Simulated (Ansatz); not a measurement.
## SrSi, space group Cmcm: a charge-density difference against the sublattices, step by step

With the Ansatz DFT code, driven from Python.

The cells in order, each with its output:

**Cell 1**
```python
import warnings

import ansatz as az
import numpy as np

XC = "lda"
FILLING = "cold"
SIGMA = 0.15
CUTOFF_EV = 460
KGRID = (5, 5, 6)
```

**Cell 2**
```python
vectors0 = np.array([
    [2.415, -5.665, 0.0],
    [2.415, 5.665, 0.0],
    [0.0, 0.0, 4.04],
])
sites = [
    ("Sr", [0.64, 0.36, 0.25]),
    ("Sr", [0.36, 0.64, 0.75]),
    ("Si", [0.934, 0.066, 0.25]),
    ("Si", [0.066, 0.934, 0.75]),
]
```

**Cell 3**
```python
def make_crystal(cell):
    crystal = az.Crystal(lattice=az.Lattice.of(cell))
    for symbol, position in sites:
        crystal = crystal.atom(symbol, position)
    return crystal
```

**Cell 4**
```python
warnings.simplefilter("ignore", az.DeckWarning)
```

**Cell 5**
```python
# same cell, cutoff and mesh for the crystal and its parts
def solve(crystal):
    return (
        crystal.calculation()
        .functional(XC)
        .occupations(FILLING, width=SIGMA)
        .basis(CUTOFF_EV, grid_basis="typed")
        .kpoints(*KGRID)
        .density()
        .run(threads=1)
    )
```

**Cell 6**
```python
whole = solve(make_crystal(vectors0))
difference = whole.density().channels[0].density_e_per_ang3.copy()
binding = whole.report["free_energy_ev"]
for element in ["Sr", "Si"]:
    part = az.Crystal(lattice=az.Lattice.of(vectors0))
    for symbol, position in sites:
        if symbol == element:
            part = part.atom(symbol, position)
    alone = solve(part)
    difference -= alone.density().channels[0].density_e_per_ang3
    binding -= alone.report["free_energy_ev"]
    print(f"{element} sublattice: {alone.report['n_electrons']:g} electrons, {alone.report['n_iterations']} iterations")
```
Output:
```text
Sr sublattice: 20 electrons, 6 iterations
Si sublattice: 8 electrons, 7 iterations
```

**Cell 7**
```python
voxel = abs(np.linalg.det(vectors0)) / difference.size
print(f"energy of the crystal less its unpolarised sublattices: {binding / len(sites):.4f} eV/atom")
print(f"net charge of the difference {difference.sum() * voxel:.5f} e, charge rearranged {0.5 * np.abs(difference).sum() * voxel:.3f} e")
print(f"extremes {difference.min():.4f} and {difference.max():.4f} e/A^3")
for (symbol, position) in sites:
    index = tuple(int(round(p * n)) % n for p, n in zip(position, difference.shape))
    print(f"  change of the pseudo-density at the grid point nearest {symbol}: {difference[index]:+.4f} e/A^3")
profile = difference.mean(axis=(0, 1))
print("planar mean along the third vector:", np.round(profile[:: max(len(profile) // 12, 1)], 4))
```
Output:
```text
energy of the crystal less its unpolarised sublattices: -1.7432 eV/atom
net charge of the difference 0.00000 e, charge rearranged 0.790 e
extremes -0.0712 and 0.0618 e/A^3
  change of the pseudo-density at the grid point nearest Sr: -0.0440 e/A^3
  change of the pseudo-density at the grid point nearest Sr: -0.0440 e/A^3
  change of the pseudo-density at the grid point nearest Si: -0.0121 e/A^3
  change of the pseudo-density at the grid point nearest Si: -0.0121 e/A^3
planar mean along the third vector: [-0.0047 -0.0032  0.0006  0.0038  0.0045  0.0025 -0.0015 -0.0043 -0.0043
 -0.0015  0.0025  0.0045  0.0038  0.0006 -0.0032]
```

Reading the output:
- The fields are valence quantities on the plane-wave grid; their values near the nuclei depend on the potentials.
- The structure is a deposited one; some such entries were measured under pressure or heat, so a shift against it needn't be the functional's error alone.
- Charge moved counts every rearrangement, bonding and polarisation too, and is no transfer between atoms; the bare sublattices are artificial references. Values near the nuclei depend on the potentials.
- Finished in 9.1 s on 1 thread of Arm Neoverse V1, with other jobs on the host, peak memory 0.42 GiB.
